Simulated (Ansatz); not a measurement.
**YSiRu4, relaxed**

Aim: in YSiRu4, a known structure type filled with other elements, at an estimated volume, relax the atoms in a fixed cell, then read levels, charges and fields where it ends.

Computed, not measured: Ansatz 0.2.0, DFT, r2SCAN, no spin polarisation, plane waves, PAW.

## 1. The system as given

The structure is hexagonal, space group P6/mmm (No. 191). Conventional cell: a = 4.929 Å, b = 4.929 Å, c = 7.608 Å, α = 90.00°, β = 90.00°, γ = 120.00°. Around Ru (site symmetry -6m2) lie 9 Ru at 2.63 to 2.85 Å and 3 Y at 2.85 Å. Around Si (site symmetry -6m2) lie 6 Ru at 2.14 Å and 3 Y at 2.85 Å. Around Y (site symmetry 6/mmm) lie 6 Ru at 2.85 Å. Ru (site symmetry 2mm) has 2 Si at 2.14 Å as nearest neighbours. Y (site symmetry 6/mmm) has 6 Si at 2.85 Å and 12 Ru at 2.94 Å as nearest neighbours.

The coordinates stand in the input below.

It starts from an earlier solution of the starting cell (checkpoint.read).

## 2. Relaxing

Input file input.yaml:

```yaml
crystal:
  lattice:
    - [2.464611, 4.268829, 0.0]
    - [-2.464611, 4.268829, 0.0]
    - [0.0, 0.0, 7.608036]
  atoms:
    - { symbol: Ru, position: [0.3333, 0.3334, 0.0] }
    - { symbol: Ru, position: [0.6666, 0.6667, 0.0] }
    - { symbol: Si, position: [0.3333, 0.3334, 0.5] }
    - { symbol: Si, position: [0.6666, 0.6667, 0.5] }
    - { symbol: "Y", position: [0.0, 0.0, 0.0] }
    - { symbol: Ru, position: [0.5, 0.5, 0.29] }
    - { symbol: Ru, position: [0.5, 0.0, 0.29] }
    - { symbol: Ru, position: [0.0, 0.5, 0.29] }
    - { symbol: Ru, position: [0.0, 0.5, 0.71] }
    - { symbol: Ru, position: [0.5, 0.0, 0.71] }
    - { symbol: Ru, position: [0.5, 0.5, 0.71] }
    - { symbol: "Y", position: [0.0, 0.0, 0.5] }
  symmetry: { tolerance: 0.0003 }
kpoints:
  mp_grid: { grid: [8, 8, 4], shift: [0, 0, 0] }
magnetization:
  spin_polarized: false
scf:
  occupations: { method: fermi_dirac }
  lower_state_search: "off"
hamiltonian:
  pseudopotentials: { kind: paw }
  xc: r2scan
basis:
  ecutwfc: 500
  fft_grid_basis: typed
relax:
  max_steps: 80
  f_tol: 0.03
output:
  forces: true
  stress: true
  eigenvalues: true
  populations: true
  elf: true
  write_potential: true
  volumetric_format: npy
  dos:
    e_range: [-12, 8]
    de: 0.05
    projected: { site_lists: { Ru: [Ru], Si: [Si], "Y": ["Y"] } }
  bader: false
checkpoint:
  read: saved_state
```

The run is started by

```
$ ansatz run input.yaml --threads 2 --pin off --max-ram 3584MiB --backend cpu --events-out ev --progress --plain --runs-dir out
```

Output, cut to the lines that bear on the results:

```text
Warning: the atoms were moved onto the symmetric positions of the space group found under crystal.symmetry.tolerance 3.0e-4 (fractional; no operation is sought that the atoms, as they stand in a round, miss by more than twice it, and no atom is moved by as much as it), and the run uses [...]
Warning: output.stress: scf.convergence.dr2_threshold = 1e-7 eV (the SCF's general default) is looser than the 1.2e-9 eV advised for a printed stress (1e-10 eV for each atom of the cell: 12). What an SCF threshold leaves in a stress goes as its square root, and in the free energy as the [...]
Warning: RAYON_NUM_THREADS=2 ignored (pool sized by the plan → 2); use --threads N
[...]
Pseudopotentials: kind: paw
Pseudopotential: Ru, paw, valence charge 16, recommended cutoff 500 eV (meta_gga), Ru.paw.azcp
Pseudopotential: Si, paw, valence charge 4, recommended cutoff 500 eV (meta_gga), Si.paw.azcp
Pseudopotential: Y, paw, valence charge 11, recommended cutoff 500 eV (meta_gga), Y.paw.azcp
Functional definition: r2SCAN
[...]
Crystal: 12 atoms, lattice volume = 160.088 Å³
Basis set: ecut = 500 eV, 4077 PW (Γ), exchange–correlation on 144×144×240 points (64 copies of the dense FFT grid, shifted against one another)
Bands: 95, of which v1, the nominal top of the filled ones, is band 79 counted from 1 (78 counted from 0)
Symmetry: 24 space group operations
Space group: P6/mmm (ITA 191), of the structure as read, at distance tolerance 1.6e-3 Å
k-points: 30 of 256
[...]
SCF iter   1: F=-56117.040017 eV  HF=-56117.047529 eV  |F-HF|=7.51e-3  |Δ(HF+E_count)|=         —  Δρ=4.26e-3  dr2=3.86e-2  dr2_τ=1.01e-2  ethr=1.86e-5  ⟨swp⟩=2.2  Hψ=15273  notcnv=0
[...]
relax step   1: F+E_penalty+E_count = -56117.07386081 eV  Δ(F+E_penalty+E_count) = +0.000e0 eV  max|allowed force component| = 5.869e0 eV/Å  Δτ_max = 0.0000 Å  (8 SCF iters, accepted)
[...]
relax step   2: F+E_penalty+E_count = -56120.87441210 eV  Δ(F+E_penalty+E_count) = -3.801e0 eV  max|allowed force component| = 5.056e-1 eV/Å  Δτ_max = 0.1950 Å  (9 SCF iters, dr2 threshold 1.00e-4 eV, accepted)
[...]
SCF iter   3: F=-56120.893723 eV  HF=-56120.900919 eV  |F-HF|=7.20e-3  |Δ(HF+E_count)|=   2.94e-4  Δρ=1.41e-3  dr2=8.51e-3  dr2_τ=4.48e-4  ethr=9.87e-6  ⟨swp⟩=1.1  Hψ=2816  notcnv=0  defer=40
```

## 3. The log goes on

Output, continued, cut to the lines that bear on the results:

```text
SCF iter   4: F=-56120.899615 eV  HF=-56120.900623 eV  |F-HF|=1.01e-3  |Δ(HF+E_count)|=   2.97e-4  Δρ=5.41e-4  dr2=1.29e-3  dr2_τ=5.53e-5  ethr=5.39e-6  ⟨swp⟩=1.0  Hψ=2810  notcnv=0  defer=40
[...]
relax step   3: F+E_penalty+E_count = -56120.90048432 eV  Δ(F+E_penalty+E_count) = -2.607e-2 eV  max|allowed force component| = 3.998e-2 eV/Å  Δτ_max = 0.0186 Å  (7 SCF iters, dr2 threshold 1.60e-5 eV, accepted)
[...]
relax step   4: F+E_penalty+E_count = -56120.90064880 eV  Δ(F+E_penalty+E_count) = -1.645e-4 eV  max|allowed force component| = 1.779e-4 eV/Å  Δτ_max = 0.0014 Å  (7 SCF iters, accepted)
[...]
SCF iter   2: F=-56120.900649 eV  HF=-56120.900649 eV  |F-HF|=1.28e-9  |Δ(HF+E_count)|=  2.18e-10  Δρ=9.02e-7  dr2=2.78e-9  dr2_τ=7.38e-11  ethr=2.53e-12  ⟨swp⟩=6.6  Hψ=13971  notcnv=0
[...]
SCF converged after 2 iterations
Free energy (F): -56120.900649 eV
[...]
    - { symbol: Ru, position: [0.49999999999999994, 0.49999999999999994, 0.26210171336260896] }
    - { symbol: Ru, position: [0.49999999999999994, 0.0, 0.26210171336260896] }
    - { symbol: Ru, position: [0.0, 0.49999999999999994, 0.26210171336260896] }
    - { symbol: Ru, position: [0.0, 0.49999999999999994, 0.7378982866373909] }
    - { symbol: Ru, position: [0.49999999999999994, 0.0, 0.7378982866373909] }
    - { symbol: Ru, position: [0.49999999999999994, 0.49999999999999994, 0.7378982866373909] }
    - { symbol: Y, position: [2.004757579561478e-17, 1.2841019480375209e-18, 0.5] }
--- Löwdin populations: 12 sites ---
  site symbol       q [e]
     0     Ru     15.9241
     1     Ru     15.9241
     2     Si      3.7893
     3     Si      3.7893
     4      Y     10.8517
     5     Ru     16.0156
     6     Ru     16.0156
     7     Ru     16.0156
     8     Ru     16.0156
     9     Ru     16.0156
    10     Ru     16.0156
    11      Y     10.7988
  spilling = 0.005248 (of n_electrons = 158.000000)
```

It took 2.7 min on 2 threads of Arm Neoverse V1, shared host; peak memory 1.2 GiB.

The steps of the relaxation:

```csv
step,energy from step 1 (eV/cell),largest force component (eV/Å)
1,0.0000,5.8685
2,-3.8006,0.5056
3,-3.8266,0.0400
4,-3.8268,0.0002
```

Step 1 is the start.

The largest move, 0.21 Å, is shared by several atoms, Ru7 among them.

## 4. Density of states

States per cell by energy window, from dos.tsv and pdos.tsv (tetrahedra; eV from the Fermi level):

```csv
from,to,total,Ru s,Ru d,Si p,Y d
-8.0,-7.0,3.43,0.33,2.42,0.54,0.05
-7.0,-6.0,6.18,0.52,3.94,1.27,0.22
-6.0,-5.0,11.69,0.87,9.42,0.51,0.44
-5.0,-4.0,12.10,0.60,9.88,0.60,0.53
-4.0,-3.0,10.14,0.57,7.88,0.63,0.60
-3.0,-2.0,11.00,0.73,8.40,0.42,0.88
-2.0,-1.0,9.20,0.56,7.06,0.30,0.82
-1.0,0.0,9.58,0.28,7.93,0.27,0.74
0.0,1.0,8.26,0.37,6.65,0.35,0.52
1.0,2.0,6.32,0.29,4.29,0.56,0.72
2.0,3.0,6.12,0.33,2.78,0.55,1.91
```

## 5. Charges

Gathered by element (positive charge: electrons given up): Löwdin charges also hold the electrons that the projection spills.

```csv
element,atoms,Löwdin charge (e)
Ru,8,-0.02 to +0.08
Si,2,+0.21
Y,2,+0.15 to +0.20
```

Löwdin charges rest on a small set of atomic orbitals that misses 0.5 % of the electrons, so they need not add up to the cell's charge and can differ from Bader's even in sign.

## 6. Fields in real space

Maps in the plane spanned by a and b at height 0.500 along c (axes of the input's cell), one cell: a runs left to right (15 points from zero), b bottom to top (15 points), 60° apart. Near the nuclei they are pseudo-fields.

Valence density. Ten steps from '0' (0.04 e/Å³) to '9' (3.70 e/Å³), finer at the low end (step k begins (100^(k/10) - 1)/99 of the way up):
```
999743444443479
898743445544347
577543444444434
344433444224443
333333444202444
444444445422454
444444444544454
445444544444444
445422454444444
344420244433333
334442244433444
543444444434577
874344554434789
997434444434799
998533444433589
```

ELF. Ten even steps from '0' (0.08) to '9' (0.85):
```
889701455541079
999700466664007
477400453235400
000001452112541
210012463171364
444444456211265
456556545632365
456323654565565
456211265444444
246317136421001
014521125410000
400453235400477
970046666400799
897014555410798
389402444420498
```

Atoms within 0.2 Å of the plane, in fractions of a and b: Si at (0.33, 0.33), Si at (0.67, 0.67), Y at (0.00, 0.00).

Along short contacts, where the density is least:

```csv
contact,length (Å),minimum at (fraction),density (e/Å³),ELF
Si3–Ru6,2.302,none clear,–,–
Ru1–Ru6,2.450,0.50,0.592,0.28
Ru1–Y5,2.846,0.53,0.245,0.13
Y12–Si3,2.846,none clear,–,–
```

## 7. Outcome

| quantity | value |
| --- | --- |
| moves | 3 |
| energy gained | 318.9 meV/atom |
| largest move | 0.21 Å (Ru) |
| space group (0.01 Å), before / after | P6/mmm / P6/mmm |
| pressure left in the fixed cell | 62.9 GPa |
| character | metal |
| density of states, mean within 0.25 eV of the Fermi level | 11 per eV per cell |

What this shows: In the fixed cell the largest move of an atom is 0.21 Å; the energy fell by 318.9 meV per atom. The fixed cell still holds a mean pressure of 62.9 GPa, so it would expand if let free. The run held to 24 symmetry operations, so a lower structure without them is not ruled out. It is a metal; within 0.25 eV of the Fermi level the density of states averages 11 per eV per cell, mostly Ru d (85 %).

Keep in mind: atoms or cell far from equilibrium; the SCF threshold is loose for a stress.
